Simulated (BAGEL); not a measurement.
# CH5AlO2 (SMILES C[Al](O)O) at 4 levels

Wanted: a comparison of 4 runs (B3LYP/6-31G*, B3LYP/def2-SVP, PBE0/def2-SVP, RI-MP2/def2-SVP) of CH5AlO2. 

Program for the calculation: BAGEL 1.2.2.

1 further run of the same task is left out (set aside as unsound or not needed).

**1. The molecule**

CH5AlO2: 9 atoms, total charge 0, spin state singlet. As SMILES, `C[Al](O)O`. The coordinates come from a PBE0-D4/def2-TZVP relaxation. This is one conformer, not always the lowest.

Bond lengths: C1–Al2 1.933 Å, Al2–O3 1.698 Å, Al2–O4 1.698 Å, C1–H5 1.093 Å, C1–H6 1.092 Å, C1–H7 1.094 Å, O3–H8 0.954 Å, O4–H9 0.955 Å. Some angles: C1–Al2–O3 118.6°, C1–Al2–O4 119.1°, O3–Al2–O4 122.3°, Al2–C1–H5 111.1°, Al2–C1–H6 111.7°, Al2–C1–H7 110.8°, Al2–O3–H8 125.6°, Al2–O4–H9 125.4°, H5–C1–H6 108.4°, H5–C1–H7 106.8°.

**2. The energy at B3LYP/6-31G(d) (density fitting with cc-pvqz-jkfit, spherical functions) (run 1)**

input.json

```json
{ "bagel": [

{
  "title": "molecule",
  "basis": "6-31gs.json",
  "df_basis": "cc-pvqz-jkfit",
  "angstrom": "true",
  "geometry": [
    { "atom": "C", "xyz": [      -0.025110,       1.109820,      -1.034090 ] },
    { "atom": "Al", "xyz": [      -0.001290,      -0.302910,       0.285630 ] },
    { "atom": "O", "xyz": [       0.957740,      -1.672870,      -0.006720 ] },
    { "atom": "O", "xyz": [      -0.933740,      -0.131550,       1.694140 ] },
    { "atom": "H", "xyz": [      -0.226970,       0.712350,      -2.032300 ] },
    { "atom": "H", "xyz": [      -0.780650,       1.863510,      -0.803740 ] },
    { "atom": "H", "xyz": [       0.945840,       1.611200,      -1.084700 ] },
    { "atom": "H", "xyz": [       1.048330,      -2.422320,       0.577320 ] },
    { "atom": "H", "xyz": [      -0.984140,      -0.767250,       2.404460 ] }
  ]
},

{
  "title": "ks",
  "xc_func": "b3lyp"
},

{
  "title": "print",
  "file": "orbitals.molden",
  "orbitals": "true"
}

]}
```

The basis set 6-31G* is read from a file made from the Basis Set Exchange's data (not shown).

The run is started by

```
$ BAGEL_NUM_THREADS=1 BAGEL input.json > input.out
```

Output:

```text
* using 1 threads per process

  ===============================================================
  ===============================================================

  *** Geometry ***

  { "atom" : "C", "xyz" : [     -0.047451,      2.097256,     -1.954147 ] },
  { "atom" : "Al", "xyz" : [     -0.002438,     -0.572417,      0.539762 ] },
  { "atom" : "O", "xyz" : [      1.809866,     -3.161266,     -0.012699 ] },
  { "atom" : "O", "xyz" : [     -1.764513,     -0.248593,      3.201461 ] },
  { "atom" : "H", "xyz" : [     -0.428911,      1.346146,     -3.840490 ] },
  { "atom" : "H", "xyz" : [     -1.475215,      3.521524,     -1.518848 ] },
  { "atom" : "H", "xyz" : [      1.787379,      3.044727,     -2.049786 ] },
  { "atom" : "H", "xyz" : [      1.981057,     -4.577521,      1.090977 ] },
  { "atom" : "H", "xyz" : [     -1.859755,     -1.449892,      4.543771 ] },

  Number of auxiliary basis functions:      721

  Since a DF basis is specified, we compute 2- and 3-index integrals:
    o Being stored without compression. Storage requirement is 0.028 GB

  Number of basis functions:       70
  Number of electrons      :       40

    * METHOD: MOLECULE                             0.85

  *** Kohn-Sham DFT ***

    * Removing 15875 points whose weight is below 1.00e-10
    * Grid points: 118279

  === Nuclear Repulsion ===
   158.3329310517

       - DIIS with orbital gradients will be used.

  === KS iteration (b3lyp / 6-31gs.json) ===
      0       -404.07744400          0.13581134           0.49
      1       -349.27946491          0.15845349           0.44
      2       -397.52679090          0.13105434           0.42
      3       -425.57568431          0.10594217           0.49
      4       -433.59696440          0.03518295           0.54
      5       -433.73957014          0.03185631           0.47
      6       -433.94113626          0.01956171           0.37
      7       -433.98063279          0.01687861           0.41
      8       -434.09460492          0.00246343           0.49
      9       -434.09592813          0.00147156           0.50
     10       -434.09646111          0.00075726           0.52
     11       -434.09664770          0.00004470           0.52
     12       -434.09664805          0.00003097           0.49
     13       -434.09664838          0.00000359           0.51
     14       -434.09664838          0.00000158           0.50
     15       -434.09664838          0.00000048           0.47
     16       -434.09664838          0.00000022           0.48
     17       -434.09664838          0.00000018           0.53
     18       -434.09664838          0.00000001           0.51
     19       -434.09664838          0.00000001           0.46
     20       -434.09664838          0.00000000           0.45
    * SCF iteration converged.

    * Permanent dipole moment:
           (   -0.024053,     0.556615,    -0.518171) a.u.

    * METHOD: KS                                  11.08

    * METHOD: PRINT                                0.01

  ===============================================================
```

Run time: 14 s. Hardware: 1 thread of Intel Xeon 6975P-C (Granite Rapids), shared host; peak memory 0.41 GiB.

**3. A single-point energy at B3LYP/def2-SVP (density fitting with cc-pvqz-jkfit) (run 2)**

job.json

```json
{ "bagel" : [

{
  "title" : "molecule",
  "basis" : "svp",
  "df_basis" : "cc-pvqz-jkfit",
  "angstrom" : true,
  "geometry" : [
    { "atom" : "C", "xyz" : [   -0.025110,    1.109820,   -1.034090 ] },
    { "atom" : "Al", "xyz" : [   -0.001290,   -0.302910,    0.285630 ] },
    { "atom" : "O", "xyz" : [    0.957740,   -1.672870,   -0.006720 ] },
    { "atom" : "O", "xyz" : [   -0.933740,   -0.131550,    1.694140 ] },
    { "atom" : "H", "xyz" : [   -0.226970,    0.712350,   -2.032300 ] },
    { "atom" : "H", "xyz" : [   -0.780650,    1.863510,   -0.803740 ] },
    { "atom" : "H", "xyz" : [    0.945840,    1.611200,   -1.084700 ] },
    { "atom" : "H", "xyz" : [    1.048330,   -2.422320,    0.577320 ] },
    { "atom" : "H", "xyz" : [   -0.984140,   -0.767250,    2.404460 ] }
  ]
},
{
  "title" : "ks",
  "xc_func" : "b3lyp"
},
{
  "title" : "print",
  "file" : "orbitals.molden",
  "orbitals" : true
}

]}
```

The run is started by

```
$ BAGEL_NUM_THREADS=1 BAGEL job.json > job.out
```

Output:

```text
* using 1 threads per process

  ===============================================================
  ===============================================================

  *** Geometry ***

  { "atom" : "C", "xyz" : [     -0.047451,      2.097256,     -1.954147 ] },
  { "atom" : "Al", "xyz" : [     -0.002438,     -0.572417,      0.539762 ] },
  { "atom" : "O", "xyz" : [      1.809866,     -3.161266,     -0.012699 ] },
  { "atom" : "O", "xyz" : [     -1.764513,     -0.248593,      3.201461 ] },
  { "atom" : "H", "xyz" : [     -0.428911,      1.346146,     -3.840490 ] },
  { "atom" : "H", "xyz" : [     -1.475215,      3.521524,     -1.518848 ] },
  { "atom" : "H", "xyz" : [      1.787379,      3.044727,     -2.049786 ] },
  { "atom" : "H", "xyz" : [      1.981057,     -4.577521,      1.090977 ] },
  { "atom" : "H", "xyz" : [     -1.859755,     -1.449892,      4.543771 ] },

  Number of auxiliary basis functions:      721

  Since a DF basis is specified, we compute 2- and 3-index integrals:
    o Being stored without compression. Storage requirement is 0.042 GB

  Number of basis functions:       85
  Number of electrons      :       40

    * METHOD: MOLECULE                             0.70

  *** Kohn-Sham DFT ***

    * Removing 15875 points whose weight is below 1.00e-10
    * Grid points: 118279

  === Nuclear Repulsion ===
   158.3329310517

       - DIIS with orbital gradients will be used.

  === KS iteration (b3lyp / svp) ===
      0       -401.80842431          0.10981190           0.51
      1       -273.30195654          0.19044814           0.61
      2       -360.52874095          0.13591103           0.51
      3       -419.95729097          0.13544783           0.45
      4       -433.59520949          0.02703632           0.60
      5       -433.52485195          0.02930445           0.60
      6       -433.73643327          0.01891355           0.46
      7       -433.80986848          0.01428180           0.47
      8       -433.90697815          0.00196876           0.45
      9       -433.90813157          0.00099902           0.46
     10       -433.90851182          0.00036754           0.50
     11       -433.90856832          0.00004887           0.55
     12       -433.90856895          0.00003223           0.58
     13       -433.90856939          0.00000255           0.58
     14       -433.90856939          0.00000109           0.65
     15       -433.90856939          0.00000035           0.59
     16       -433.90856939          0.00000012           0.56
     17       -433.90856939          0.00000004           0.57
     18       -433.90856939          0.00000001           0.48
     19       -433.90856939          0.00000000           0.65
    * SCF iteration converged.

    * Permanent dipole moment:
           (   -0.024576,     0.571781,    -0.532926) a.u.

    * METHOD: KS                                  11.72

    * METHOD: PRINT                                0.01

  ===============================================================
```

It took 14 s on 1 thread of Intel Xeon 6975P-C (Granite Rapids), shared host; peak memory 0.48 GiB.

Run 3 isn't shown in full; the table further down has it.

**4. A single-point energy at RI-MP2/def2-SVP (density fitting with cc-pvqz-jkfit) (run 4)**

job.json

```json
{ "bagel": [

{
  "title": "molecule",
  "basis": "svp",
  "df_basis": "cc-pvqz-jkfit",
  "angstrom": "true",
  "geometry": [
    { "atom": "C", "xyz": [      -0.025110,       1.109820,      -1.034090 ] },
    { "atom": "Al", "xyz": [      -0.001290,      -0.302910,       0.285630 ] },
    { "atom": "O", "xyz": [       0.957740,      -1.672870,      -0.006720 ] },
    { "atom": "O", "xyz": [      -0.933740,      -0.131550,       1.694140 ] },
    { "atom": "H", "xyz": [      -0.226970,       0.712350,      -2.032300 ] },
    { "atom": "H", "xyz": [      -0.780650,       1.863510,      -0.803740 ] },
    { "atom": "H", "xyz": [       0.945840,       1.611200,      -1.084700 ] },
    { "atom": "H", "xyz": [       1.048330,      -2.422320,       0.577320 ] },
    { "atom": "H", "xyz": [      -0.984140,      -0.767250,       2.404460 ] }
  ]
},

{
  "title": "hf"
},

{
  "title": "mp2",
  "ncore": 8
}

]}
```

The run is started by

```
$ BAGEL_NUM_THREADS=1 BAGEL job.json > job.out
```

Output:

```text
* using 1 threads per process

  ===============================================================
  ===============================================================

  *** Geometry ***

  { "atom" : "C", "xyz" : [     -0.047451,      2.097256,     -1.954147 ] },
  { "atom" : "Al", "xyz" : [     -0.002438,     -0.572417,      0.539762 ] },
  { "atom" : "O", "xyz" : [      1.809866,     -3.161266,     -0.012699 ] },
  { "atom" : "O", "xyz" : [     -1.764513,     -0.248593,      3.201461 ] },
  { "atom" : "H", "xyz" : [     -0.428911,      1.346146,     -3.840490 ] },
  { "atom" : "H", "xyz" : [     -1.475215,      3.521524,     -1.518848 ] },
  { "atom" : "H", "xyz" : [      1.787379,      3.044727,     -2.049786 ] },
  { "atom" : "H", "xyz" : [      1.981057,     -4.577521,      1.090977 ] },
  { "atom" : "H", "xyz" : [     -1.859755,     -1.449892,      4.543771 ] },

  Number of auxiliary basis functions:      721

  Since a DF basis is specified, we compute 2- and 3-index integrals:
    o Being stored without compression. Storage requirement is 0.042 GB

  Number of basis functions:       85
  Number of electrons      :       40

    * METHOD: MOLECULE                             0.89

  *** RHF ***

  === Nuclear Repulsion ===
   158.3329310517

      * DIIS with orbital gradients will be used.

  === RHF iteration (svp) ===
      0       -431.97928649          0.02584571           0.14
      1       -432.19604636          0.01638356           0.13
      2       -432.31838969          0.00144648           0.13
      3       -432.31968380          0.00052615           0.13
      4       -432.31983495          0.00007084           0.13
      5       -432.31984077          0.00001704           0.13
      6       -432.31984119          0.00000405           0.16
      7       -432.31984121          0.00000109           0.13
      8       -432.31984121          0.00000038           0.13
      9       -432.31984121          0.00000013           0.13
     10       -432.31984121          0.00000003           0.13
     11       -432.31984121          0.00000001           0.13
     12       -432.31984121          0.00000000           0.13
    * SCF iteration converged.

    * Permanent dipole moment:
           (   -0.024610,     0.619552,    -0.577472) a.u.

    * METHOD: HF                                   2.07

  *** RHF ***

  === Nuclear Repulsion ===
   158.3329310517

      * DIIS with orbital gradients will be used.

  === RHF iteration (svp) ===
      0       -432.31984121          0.00000000           0.13
    * SCF iteration converged.

    * Permanent dipole moment:
           (   -0.024610,     0.619552,    -0.577472) a.u.

  === DF-MP2 calculation ===

    * freezing 8 orbitals
    * 3-index integral transformation done
    * assembly done

      MP2 correlation energy:   -0.5847523748      0.09

      MP2 total energy:       -432.9045935893

    * METHOD: MP2                                  0.37

  ===============================================================
```

Run time: 5.7 s. Hardware: 1 thread of Intel Xeon 6975P-C (Granite Rapids), shared host; peak memory 0.14 GiB.

**5. The series**

| run | level | frozen core orbitals | energy (Eh) | dipole moment (D) | HOMO energy (eV) | LUMO energy (eV) | wall time |
| --- | --- | --- | --- | --- | --- | --- | --- |
| 1 | B3LYP/6-31G* (density fitting with cc-pvqz-jkfit, spherical functions) | – | -434.096648 | 1.93 | -8.11 | -0.07 | 14 s |
| 2 | B3LYP/def2-SVP (density fitting with cc-pvqz-jkfit) | – | -433.908569 | 1.99 | -8.19 | -0.12 | 14 s |
| 3 | PBE0/def2-SVP (density fitting with cc-pvqz-jkfit) | – | -433.559405 | 1.96 | -8.47 | 0.21 | 15 s |
| 4 | RI-MP2/def2-SVP (density fitting with cc-pvqz-jkfit) | 8 | -432.904594 | – | – | – | 5.7 s |

**6. Summary of results**

| quantity | value |
| --- | --- |
| run 4: total energy | -432.90459 Eh |
| run 4: correlation energy (8 core orbitals frozen) | -584.8 mEh |

What this shows: Over runs 1, 2, 3 the dipole moment (its size) runs from 1.93 D (B3LYP/6-31G*) to 1.99 D (B3LYP/def2-SVP). Over runs 1, 2, 3 the HOMO–LUMO gap runs from 8.05 eV (B3LYP/6-31G*) to 8.68 eV (PBE0/def2-SVP). The two ends differ in method and basis. Totals of different functionals can't be ranked against each other. All runs together took 49 s, the longest 15 s.
